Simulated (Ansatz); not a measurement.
# AlIr: pressure up to the limit of the methods

One table from this session's results is given with a row withheld; the runs are named, their logs left out.

Program: Ansatz 0.2.0. Level of theory: DFT, PBEsol, PAW with Ansatz's default frozen-core files, scalar-relativistic. These are calculated values, not measurements.

## The system as given

It takes space group Pm-3m (No. 221, cubic). Conventional cell: a = 2.995 Å, b = 2.995 Å, c = 2.995 Å, α = 90.00°, β = 90.00°, γ = 90.00°. Al (site symmetry m-3m) is surrounded by 8 Ir at 2.59 Å. Around Ir (site symmetry m-3m) lie 8 Al at 2.59 Å.

Coordinates:

```
Al Ir
1.0
     2.99455    0.00000    0.00000
     0.00000    2.99455    0.00000
     0.00000    0.00000    2.99455
Al Ir
1 1
Direct
  0.00000 0.00000 0.00000
  0.50000 0.50000 0.50000
```

Whether this phase is the stable one at these pressures isn't tested.

Atoms are numbered in the order of the input: Al1, Ir2.

Set-up of the first run:

Input file input.yaml:

```yaml
crystal:
  lattice:
    - [2.99455485, 0.0, 0.0]
    - [0.0, 2.99455485, 0.0]
    - [0.0, 0.0, 2.99455485]
  atoms:
    - { symbol: Al, position: [0.0, 0.0, 0.0] }
    - { symbol: Ir, position: [0.5, 0.5, 0.5] }
kpoints:
  mp_grid: { grid: [12, 12, 12] }
scf:
  occupations: { method: fermi_dirac, width: 0.05 }
hamiltonian:
  xc: pbesol
  pseudopotentials: { kind: paw }
output:
  forces: true
  stress: true
relax:
  f_tol: 0.01
  max_steps: 30
```

On the command line:

```console
$ ansatz run input.yaml --threads 1 --pin off --max-ram 2048MiB --backend cpu --events-out ev --progress --plain --runs-dir out
```

Among the steps run: Atoms relaxed at the given volume, PAW; Volume scaled by 1, PAW; Atoms relaxed at 0.85 of the volume, PAW; Volume scaled by 0.85, PAW; Atoms relaxed at 0.8 of the volume, PAW; Volume scaled by 0.8, PAW; Atoms relaxed at 0.5 of the volume, PAW; Volume scaled by 0.5, PAW.

One of the session's tables, all rows but one given; the rest of the session is left out.

```
method  volume over the first  volume (Å³/atom)  pressure (GPa)
   PAW                      1            13.427           -1.34
   PAW                   0.85                 ?               ?
   PAW                    0.8            10.741           87.87
   PAW                    0.5             6.713          773.83
```

Estimate the missing values for PAW, 0.85.

As computed: volume (Å³/atom): 11.413; pressure (GPa): 55.32. In the column «volume (Å³/atom)» it lies between PAW, 0.8 (10.741) and PAW, 1 (13.427).

To keep in mind: A fit over so wide a range leans to the high pressures, so B₀ can be off by several per cent. Spin-orbit coupling is left out, though the cell holds Ir; in elements this heavy it can shift bands and gaps by tenths of an eV. Warnings in the runs' records: stress scf threshold loose, gradients without spin orbit, efg cores unanswered.
